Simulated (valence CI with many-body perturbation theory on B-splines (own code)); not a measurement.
# Levels and ionisation energy of W⁺

What does CI with core correlation give for the spectrum of W⁺? Levels and ionisation energy come from one run, set against NIST.

The numbers are computed with an in-house CI+MBPT code version 6 (configuration interaction of the valence electrons, many-body perturbation theory for a frozen closed Dirac-Fock core, no-pair Dirac Hamiltonian, B-spline basis), except any that are marked as measured or tabulated.

### Step 1. The system

```
element                                      : tungsten (Z = 74, A = 184)
charge                                       : +1
frozen core                                  : [Xe] 4f14
start configuration of the valence electrons : 5d4 6s1
nuclear rms radius                           : 5.3658 fm
```

### Step 2. The run

Input settings:

```ini
atom W  Z=74  mass_number=184  rms_radius_fm=5.3658
core [Xe] 4f14
valence 5d4 6s1
avg = 1
basis = M
breit = 1
cap = 32000
capref = 2200
cscale = 1
de = 0.0
dress = 0
eps = 2e-08
extrap = 1
h = 0.27
hh = 1
l2 = 3
lcore = 6
maxit = 60
n2 = 5
natural = 1
nlev = 190
nno = [4, 4, 5, 4, 3, 1]
nroot = 40
nsp = [3, 3, 3, 2, 1, 0]
pt2 = 1
qed = 1
rpa = 1
s1 = 1
s2 = 1
s3 = 1
screen = 1
tol = 2e-05
whole = 1
```

On the command line:

```bash
$ python run_cv.py task.json out
```

task.json holds these settings.

Output:

```text
rmax 28.0 intervals 65 orbitals 59 references ['5d4 6s', '5d3 6s2', '5d5', '5d3 6s 6p', '5d4 6p'] scf 9
2J=0 par=0 roots 2 ref 21 generators 12 cand 8321/17256 P 1711/3200 nnz 1.6e+06 it 7
2J=0 par=0 roots 2 ref 21 generators 54 cand 32664/73523 P 6071/13373 nnz 1.1e+07 it 9
   second order: generators 120 cand 58975/137829 e2 -0.00019 -0.00010
2J=2 par=0 roots 2 ref 44 generators 13 cand 8436/44566 P 688/3197 nnz 2.3e+06 it 12
2J=2 par=0 roots 2 ref 44 generators 71 cand 37072/219240 P 3313/15996 nnz 2.6e+07 it 14
   second order: generators 142 cand 64674/385035 e2 -0.00064 -0.00042
reference levels 1757, estimated 516, window 57426 1/cm; series limit 99052, core excitation 253591
2J=1 par=0 roots 14 ref 90 generators 41 cand 47138/414883 P 1280/6398 nnz 5.3e+06 it 13
2J=1 par=0 roots 14 ref 90 generators 204 cand 133377/1572015 P 5669/31997 nnz 8.4e+07 it 21
   second order: generators 369 cand 189052/2407678 e2 -0.00522 -0.00135
2J=3 par=0 roots 23 ref 153 generators 49 cand 45900/668327 P 829/6380 nnz 6e+06 it 10
2J=3 par=0 roots 23 ref 153 generators 236 cand 145565/3126666 P 3479/31985 nnz 1.1e+08 it 19
   second order: generators 388 cand 194827/4412448 e2 -0.00866 -0.00318
2J=5 par=0 roots 29 ref 177 generators 49 cand 49268/971245 P 684/6383 nnz 6.6e+06 it 10
2J=5 par=0 roots 29 ref 177 generators 229 cand 150218/4305000 P 2853/31990 nnz 1.2e+08 it 18
   second order: generators 387 cand 201600/6096717 e2 -0.01061 -0.00384
2J=7 par=0 roots 24 ref 153 generators 47 cand 58832/1460714 P 606/6366 nnz 7.1e+06 it 10
2J=7 par=0 roots 24 ref 153 generators 205 cand 144614/4131463 P 2501/31019 nnz 1.2e+08 it 22
   second order: generators 363 cand 224587/7536226 e2 -0.01460 -0.00456
2J=9 par=0 roots 18 ref 115 generators 56 cand 58376/1160992 P 736/6389 nnz 7.1e+06 it 10
2J=9 par=0 roots 18 ref 115 generators 219 cand 147158/4411327 P 2930/31335 nnz 1.1e+08 it 17
   second order: generators 367 cand 208244/6557172 e2 -0.01270 -0.00400
2J=11 par=0 roots 9 ref 65 generators 46 cand 58376/1574741 P 793/6398 nnz 7.2e+06 it 10
2J=11 par=0 roots 9 ref 65 generators 151 cand 137831/3942568 P 2845/30985 nnz 1.1e+08 it 19
   second order: generators 281 cand 206412/7024839 e2 -0.01105 -0.00353
2J=13 par=0 roots 4 ref 30 generators 26 cand 32794/753054 P 905/6397 nnz 6.7e+06 it 8
2J=13 par=0 roots 4 ref 30 generators 114 cand 111816/3110988 P 3092/31977 nnz 1.1e+08 it 13
   second order: generators 341 cand 248808/7263074 e2 -0.00496 -0.00268
2J=1 par=1 roots 14 ref 102 generators 61 cand 68371/651033 P 1231/6397 nnz 4.4e+06 it 12
2J=1 par=1 roots 14 ref 102 generators 239 cand 146405/1543844 P 4848/31998 nnz 7.1e+07 it 18
   second order: generators 330 cand 182290/1992763 e2 -0.00547 -0.00222
2J=3 par=1 roots 22 ref 173 generators 59 cand 72969/1283632 P 824/6699 nnz 6.3e+06 it 12
2J=3 par=1 roots 22 ref 173 generators 234 cand 152575/2777614 P 2969/31996 nnz 8.5e+07 it 26
   second order: generators 310 cand 172521/3280586 e2 -0.00956 -0.00465
2J=5 par=1 roots 25 ref 199 generators 66 cand 81749/1813214 P 775/7610 nnz 8.8e+06 it 12
2J=5 par=1 roots 25 ref 199 generators 230 cand 152345/3465712 P 2377/31994 nnz 9.3e+07 it 28
   second order: generators 483 cand 236330/6375949 e2 -0.01085 -0.00647
2J=7 par=1 roots 23 ref 186 generators 60 cand 77648/1849006 P 689/6799 nnz 7.5e+06 it 14
2J=7 par=1 roots 23 ref 186 generators 211 cand 150773/3757961 P 2224/31987 nnz 9.5e+07 it 26
   second order: generators 448 cand 229946/6865714 e2 -0.01119 -0.00678
2J=9 par=1 roots 15 ref 140 generators 44 cand 68062/1566550 P 735/6399 nnz 6.4e+06 it 15
2J=9 par=1 roots 15 ref 140 generators 180 cand 135801/3232544 P 2562/31958 nnz 9.1e+07 it 24
   second order: generators 403 cand 218177/6510033 e2 -0.01005 -0.00628
2J=11 par=1 roots 8 ref 90 generators 43 cand 60266/1282247 P 828/6398 nnz 5.9e+06 it 12
2J=11 par=1 roots 8 ref 90 generators 155 cand 129740/2926098 P 2978/31988 nnz 8.9e+07 it 19
   second order: generators 342 cand 234475/6729763 e2 -0.00787 -0.00580
2J=13 par=1 roots 3 ref 46 generators 33 cand 58616/1050330 P 1042/6400 nnz 5.2e+06 it 10
2J=13 par=1 roots 3 ref 46 generators 110 cand 116567/2321326 P 3766/31981 nnz 8.6e+07 it 14
   second order: generators 293 cand 243333/6110971 e2 -0.00449 -0.00357
2J=15 par=1 roots 1 ref 20 generators 9 cand 22388/359456 P 1022/6385 nnz 7.7e+06 it 5
2J=15 par=1 roots 1 ref 20 generators 42 cand 71313/1362968 P 3587/29816 nnz 9.5e+07 it 7
   second order: generators 150 cand 169770/3855268 e2 -0.00183 -0.00183
left out: unestimated 83581, estimated 60973, shifts from estimates -558 to 1023
```

It took 15 min on 1 thread of Arm Neoverse V2, shared host; peak memory 1.4 GiB.

In the log, the blocks before «reference levels» are the next ion; each later block is one J and parity (par 1 is odd): roots sought, reference size, generators, candidates and the variational space P (configurations/state functions), Hamiltonian entries, Davidson iterations; e2 is the second-order remainder in hartree. Σ1, Σ2 and Σ3 are the one-, two- and three-electron terms by which the core's correlation enters. In the settings nsp and nno count spectroscopic and correlating orbitals by l, and s1, s2, s3 switch or scale the Σ terms.

### Step 3. Levels

The computed levels (result record; ° odd parity; named by the leading configuration and LS term). The first 40 of 217 are listed.

| # | level | configuration weight | term weight | energy (cm⁻¹) | g | lifetime (s) | NIST (cm⁻¹) |
| --- | --- | --- | --- | --- | --- | --- | --- |
| 0 | 5d4 6s ⁶D 1/2 | 0.95 | 0.82 | 0.0 | 3.203 | - | 0.0 |
| 1 | 5d4 6s ⁶D 3/2 | 0.96 | 0.91 | 1443 | 1.851 | 5.99e+00 | 1519 |
| 2 | 5d4 6s ⁶D 5/2 | 0.97 | 0.95 | 3060 | 1.647 | 3.94e+00 | 3172 |
| 3 | 5d4 6s ⁶D 7/2 | 0.97 | 0.94 | 4604 | 1.571 | 5.45e+00 | 4716 |
| 4 | 5d4 6s ⁶D 9/2 | 0.96 | 0.89 | 6057 | 1.531 | 1.13e+01 | 6147 |
| 5 | 5d5 ⁶S 5/2 | 0.94 | 0.86 | 6500 | 1.940 | - | 7420 |
| 6 | 5d4 6s ⁴P 1/2 | 0.68 | 0.65 | 9014 | 2.356 | 2.49e-01 | - |
| 7 | 5d3 6s2 ⁴F 3/2 | 0.61 | 0.71 | 9040 | 0.637 | 4.23e+00 | - |
| 8 | 5d4 6s ⁴P 3/2 | 0.51 | 0.63 | 10751 | 1.450 | 5.84e-01 | - |
| 9 | 5d3 6s2 ⁴F 5/2 | 0.53 | 0.81 | 11522 | 1.099 | 7.51e-01 | - |
| 10 | 5d4 6s ⁴D 1/2 | 0.77 | 0.76 | 13060 | 0.459 | 4.62e-01 | - |
| 11 | 5d4 6s ⁴P 5/2 | 0.42 | 0.54 | 13401 | 1.491 | 5.46e-01 | - |
| 12 | 5d3 6s2 ⁴F 7/2 | 0.38 | 0.75 | 13632 | 1.196 | 5.18e-01 | - |
| 13 | 5d4 6s ⁴D 3/2 | 0.69 | 0.74 | 14534 | 1.215 | 1.82e+00 | - |
| 14 | 5d4 6s ⁴D 5/2 | 0.61 | 0.30 | 15033 | 1.037 | 2.59e+00 | - |
| 15 | 5d4 6s ⁴F 9/2 | 0.70 | 0.47 | 15090 | 1.231 | 3.79e-01 | - |
| 16 | 5d4 6s ⁴H 7/2 | 0.72 | 0.47 | 15401 | 0.876 | - | - |
| 17 | 5d4 6s ⁴G 5/2 | 0.53 | 0.43 | 16176 | 0.990 | 1.98e+00 | - |
| 18 | 5d4 6s ⁴D 7/2 | 0.57 | 0.38 | 16555 | 1.187 | - | - |
| 19 | 5d4 6s ⁴H 9/2 | 0.56 | 0.34 | 16737 | 1.153 | 2.79e+00 | - |
| 20 | 5d4 6s ⁴H 11/2 | 0.79 | 0.48 | 17538 | 1.201 | 3.06e+00 | - |
| 21 | 5d4 6s ⁴H 7/2 | 0.65 | 0.21 | 17991 | 1.076 | 8.43e-01 | - |
| 22 | 5d5 ⁴G 9/2 | 0.34 | 0.53 | 19099 | 1.103 | - | - |
| 23 | 5d3 6s2 ²D 3/2 | 0.33 | 0.53 | 19406 | 0.920 | 1.43e-01 | - |
| 24 | 5d4 6s ²F 5/2 | 0.63 | 0.60 | 19606 | 0.921 | - | - |
| 25 | 5d4 6s ⁴H 13/2 | 0.96 | 0.90 | 19636 | 1.216 | 7.62e+00 | - |
| 26 | 5d4 6s ²P 1/2 | 0.62 | 0.51 | 19741 | 0.637 | 1.56e-01 | - |
| 27 | 5d4 6s ²D 5/2 | 0.50 | 0.53 | 19934 | 1.183 | - | - |
| 28 | 5d4 6s ⁴D 7/2 | 0.59 | 0.32 | 20251 | 1.108 | 4.19e-01 | - |
| 29 | 5d4 6s ⁴H 11/2 | 0.53 | 0.42 | 20361 | 1.197 | - | - |
| 30 | 5d4 6s ⁴F 3/2 | 0.70 | 0.79 | 21004 | 0.509 | 2.70e-01 | - |
| 31 | 5d4 6s ⁴H 9/2 | 0.58 | 0.28 | 21105 | 1.055 | 4.25e-01 | - |
| 32 | 5d4 6s ⁴F 5/2 | 0.63 | 0.68 | 22451 | 1.016 | 1.31e-01 | - |
| 33 | 5d4 6s ⁴D 7/2 | 0.59 | 0.33 | 22657 | 1.132 | - | - |
| 34 | 5d4 6s ⁴D 3/2 | 0.58 | 0.66 | 22707 | 1.220 | 1.21e-01 | - |
| 35 | 5d4 6s ⁴P 1/2 | 0.44 | 0.63 | 23275 | 2.210 | 7.60e-02 | - |
| 36 | 5d4 6s ²G 7/2 | 0.57 | 0.42 | 23348 | 1.084 | - | - |
| 37 | 5d4 6s ²G 9/2 | 0.64 | 0.52 | 23436 | 1.070 | 3.54e-01 | - |
| 38 | 5d4 6s ⁴D 5/2 | 0.69 | 0.77 | 23702 | 1.312 | 2.63e-01 | - |
| 39 | 5d4 6s ⁴G 7/2 | 0.48 | 0.32 | 23943 | 1.099 | - | - |

### Step 4. Lines

Listed are the E1 lines of largest gf, the fastest ones to the lowest level and a few forbidden lines. Rates are at computed energies, electric ones in the length gauge, E1 and E2 with static core polarisation; wavelengths are in vacuum.

```tsv
upper	lower	type	λ (nm)	A (1/s)	branching	NIST A (1/s)
145: 5d4 6p ⁶D° 3/2	0: 5d4 6s ⁶D 1/2	E1	196.7	2.57e+08	0.50	-
178: 5d4 6p ⁶D° 9/2	4: 5d4 6s ⁶D 9/2	E1	200.9	2.32e+08	0.61	-
167: 5d4 6p ⁶D° 7/2	3: 5d4 6s ⁶D 7/2	E1	202.9	3.24e+08	0.57	-
174: 5d3 6s 6p ⁶D° 9/2	4: 5d4 6s ⁶D 9/2	E1	205.0	2.93e+08	0.68	-
149: 5d4 6p ⁴F° 7/2	2: 5d4 6s ⁶D 5/2	E1	205.7	1.70e+08	0.66	-
157: 5d4 6p ⁴H° 9/2	3: 5d4 6s ⁶D 7/2	E1	207.5	1.75e+08	0.57	-
163: 5d4 6p ⁶F° 11/2	4: 5d4 6s ⁶D 9/2	E1	210.5	3.42e+08	0.93	-
132: 5d3 6s 6p ⁶F° 5/2	1: 5d4 6s ⁶D 3/2	E1	212.3	2.11e+08	0.73	-
124: 5d4 6p ⁶P° 3/2	0: 5d4 6s ⁶D 1/2	E1	213.7	1.64e+08	0.50	-
142: 5d4 6p ⁶F° 11/2	4: 5d4 6s ⁶D 9/2	E1	224.4	1.52e+08	0.98	1.66e+08
110: 5d4 6p ⁴P° 3/2	0: 5d4 6s ⁶D 1/2	E1	225.7	7.75e+07	0.35	-
107: 5d4 6p ⁶F° 1/2	0: 5d4 6s ⁶D 1/2	E1	228.0	2.89e+08	0.84	-
197: 5d4 6p ⁴I° 11/2	15: 5d4 6s ⁴F 9/2	E1	231.3	9.12e+07	0.35	-
130: 5d4 6p ⁶P° 7/2	5: 5d5 ⁶S 5/2	E1	239.0	1.41e+08	0.44	-
179: 5d4 6p ⁴H° 13/2	25: 5d4 6s ⁴H 13/2	E1	275.8	6.47e+07	0.41	-
4: 5d4 6s ⁶D 9/2	3: 5d4 6s ⁶D 7/2	M1	6878	8.87e-02	1.00	-
1: 5d4 6s ⁶D 3/2	0: 5d4 6s ⁶D 1/2	M1	6931	1.67e-01	1.00	-
19: 5d4 6s ⁴H 9/2	16: 5d4 6s ⁴H 7/2	M1	7489	6.72e-02	0.19	-
20: 5d4 6s ⁴H 11/2	19: 5d4 6s ⁴H 9/2	M1	12483	1.07e-02	0.03	-
```

### Step 5. What came out

| quantity | computed | tabulated |
| --- | --- | --- |
| lowest level | 5d4 6s ⁶D 1/2 | 5d4 6s ⁶D1/2 |
| first excitation | 5d4 6s ⁶D 3/2, 1443 cm⁻¹ | 1519 cm⁻¹ |
| ionisation energy, to 5d4 ⁵D J = 0 | 15.604 eV | 16.37 ± 0.15 eV (semi-empirical) |
| no level missing from the run's list below | 60414 cm⁻¹ | - |

**Reading.** 7 excited levels pair with measured ones (NIST Handbook of Basic Atomic Spectroscopic Data (Sansonetti and Martin, J. Phys. Chem. Ref. Data 34, 1559 (2005)); by parity, J, leading configuration and term, and nearness): the mean miss is 368 cm⁻¹, the largest -920 cm⁻¹ for 5d5 ⁶S 5/2. As nearness enters the pairing and doubtful pairs are left out, the mean miss can look smaller than it is. The ionisation energy is 0.766 eV (4.68 %) below the NIST entry, whose uncertainty is 0.15 eV. The lowest level is 95 % 5d4 6s. Cautions: intervals between levels of different J carry noise of about a tenth of the second-order remainder, tens of cm⁻¹ or more; open or low-lying d shell: different configurations can be misplaced against each other by up to about 2500 cm⁻¹, 4000 with five or six electrons; some measured levels below the end of the list have no clear computed partner.
